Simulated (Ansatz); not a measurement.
# BF2 (SMILES F[B]F) at UB3LYP/6-31G(d) (spherical functions)

Aim: the electronic atomisation energy of BF2 at UB3LYP/6-31G* (spherical functions), from 3 runs. 

The results are computed with Ansatz 0.2.0.

39 further runs of the same task are left out: 39 set aside as unsound or not needed.

### 1 The structure to begin with

BF2 has 3 atoms, charge 0, and is taken as a doublet. SMILES: `F[B]F`. The coordinates come from a PBE0-D4/def2-TZVP relaxation.

Bond lengths: F1–B2 1.306 Å, B2–F3 1.306 Å. Angles: F1–B2–F3 121.1°.

### 2 A single-point energy at UB3LYP/6-31G(d) (spherical functions)

run.yaml

```yaml
crystal:
  periodic: [false, false, false]
  atoms:
    - {symbol: F, position_ang: [0.513100, -1.044300, 0.160000]}
    - {symbol: B, position_ang: [0.279000, 0.240500, 0.181300]}
    - {symbol: F, position_ang: [-0.802900, 0.738900, -0.354600]}
basis:
  gaussian: {orbitals: 6-31G_st_-spherical.json}
magnetization: {spin_polarized: true, initial_magnetization: 1}
hamiltonian: {xc: {name: B3LYP}}
accuracy: high
output: {orbitals: {seedname: orbitals}}
```

The basis set 6-31G* is read from a file made from the Basis Set Exchange's data (not shown).

Started as:

```bash
$ ansatz run run.yaml --threads 1 --pin off --max-ram 3480MiB --events-out events.jsonl --progress --plain --runs-dir runs
```

Standard output:

```text
Warning: RAYON_NUM_THREADS=1 ignored (pool sized by the plan → 1); use --threads N
Functional definition: B3LYP
  name "B3LYP"
  parameter a0 = 0.2
  parameter ax = 0.72
  parameter ac = 0.81
  exchange = (1 - a0 - ax)*slater_x + ax*b88_x + a0*exact_x
  correlation = (1 - ac)*vwn_rpa_c + ac*lyp_c
843 factors; integrals over basis functions are off by at most 3.4e-9 eV
mean field evaluation 1: about -6108.8849 eV, gradient 2.3e1 eV
mean field evaluation 2: about -6106.6701 eV, gradient 3.6e1 eV
mean field evaluation 4: about -6110.4823 eV, gradient 2.9e-1 eV
mean field evaluation 8: about -6110.5508 eV, gradient 1.7e-2 eV
mean field evaluation 16: about -6110.5508 eV, gradient 4.2e-7 eV
mean field -6110.55084209 eV, -224.5586015667 hartree, gradient 2.1e-8 eV, S^2 0.751204; 0 other end points of the search recorded, 0 dependent functions left out
reference -6110.55086404 eV, -224.5586023732 hartree; 12, 11 occupied and 30, 31 virtual orbitals, 843 factors
Total energy: -6110.55086404 eV, -224.5586023732 hartree
```

Wall time 2.4 s (1 thread of Arm Neoverse V2, shared host); peak memory 0.13 GiB.

### 3 The B atom at the same level

input.yaml

```yaml
crystal:
  periodic: [false, false, false]
  atoms:
    - {symbol: B, position_ang: [0.000000, 0.000000, 0.000000]}
basis:
  gaussian: {orbitals: 6-31G_st_-spherical.json}
magnetization: {spin_polarized: true, initial_magnetization: 1}
hamiltonian: {xc: {name: B3LYP}}
accuracy: high
```

The basis set 6-31G* is read from a file made from the Basis Set Exchange's data (not shown).

Run the same way, it converges to -24.65384 Eh (log not shown).

### 4 The F atom at the same level

molecule.yaml

```yaml
crystal:
  periodic: [false, false, false]
  atoms:
    - symbol: F
      position_ang: [0.000000, 0.000000, 0.000000]
basis:
  gaussian:
    orbitals: 6-31G_st_-spherical.json
magnetization:
  spin_polarized: true
  initial_magnetization: 1
hamiltonian:
  xc: {name: B3LYP}
accuracy: high
```

The basis set 6-31G* is read from a file made from the Basis Set Exchange's data (not shown).

Run the same way, it converges to -99.71458 Eh (log not shown).

### 5 Results

Level: UB3LYP/6-31G* (spherical functions).

```
                                    quantity          value
                      molecule: total energy  -224.55860 Eh
molecule: HOMO energy (highest over α and β)       -6.39 eV
 molecule: LUMO energy (lowest over α and β)       -1.96 eV
                              molecule: ⟨S²⟩          0.751
                        B atom: total energy   -24.65384 Eh
                                B atom: ⟨S²⟩          0.752
                        F atom: total energy   -99.71458 Eh
                                F atom: ⟨S²⟩          0.751
               electronic atomisation energy      12.942 eV
```

In words: Taking the molecule apart into free atoms costs 12.94 eV (298 kcal/mol), before zero-point energy and without spin-orbit coupling.
